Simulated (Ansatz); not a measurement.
# CH5LiMgSi: the cost of one run

Program: Ansatz 0.2.0. Level of theory: RKS BLYP/def2-SVP. These are calculated values, not measurements.

### Step 1. The structure to begin with

Bond lengths: Li1–Mg2 2.559 Å, Mg2–C3 2.210 Å, C3–Si4 1.850 Å, C3–H5 1.101 Å, C3–H6 1.101 Å, Si4–H7 1.504 Å, Si4–H8 1.503 Å, Si4–H9 1.484 Å. Angles: Li1–Mg2–C3 176.0°, Mg2–C3–Si4 100.5°, Mg2–C3–H5 114.7°, Mg2–C3–H6 114.4°, Si4–C3–H5 110.3°, Si4–C3–H6 110.2°, H5–C3–H6 106.6°, C3–Si4–H7 109.9°, C3–Si4–H8 109.9°, C3–Si4–H9 120.3°, H7–Si4–H8 105.9°, H7–Si4–H9 104.9°, H8–Si4–H9 104.9°.

Coordinates:

```xyz
9

Li    1.3193   -2.3000   -3.4890
Mg    0.9532   -0.7675   -1.4723
C     0.7758    0.6139    0.2432
Si   -0.9358    0.2154    0.8226
H     1.5027    0.4398    1.0512
H     0.8496    1.6796   -0.0225
H    -1.9183    0.4362   -0.2947
H    -1.0298   -1.2437    1.1731
H    -1.5167    0.9264    1.9883
```

### Step 2. End point A

input.yaml

```yaml
crystal:
  periodic: [false, false, false]
  atoms:
    - { symbol: Li, position_ang: [1.31928, -2.30004, -3.48901] }
    - { symbol: Mg, position_ang: [0.95316, -0.7675, -1.47227] }
    - { symbol: C, position_ang: [0.77579, 0.61385, 0.24322] }
    - { symbol: Si, position_ang: [-0.93577, 0.21539, 0.82262] }
    - { symbol: H, position_ang: [1.50273, 0.43981, 1.05122] }
    - { symbol: H, position_ang: [0.84961, 1.67957, -0.02246] }
    - { symbol: H, position_ang: [-1.91828, 0.43617, -0.2947] }
    - { symbol: H, position_ang: [-1.02977, -1.24366, 1.17306] }
    - { symbol: H, position_ang: [-1.51674, 0.9264, 1.98833] }
basis:
  gaussian: { orbitals: def2-SVP }
hamiltonian:
  xc: blyp
relax:
  f_tol: 0.015
  max_steps: 40
```

On the command line:

```
$ ansatz run input.yaml --threads 1 --pin off --max-ram 2048MiB --backend cpu --events-out ev --progress --plain --runs-dir out
```

What time and memory should one allow on 1 thread of Intel Xeon Platinum 8259CL at 2.50GHz (Skylake/Cascade Lake), shared host?

About 31 s, with a peak of 0.17 GiB.
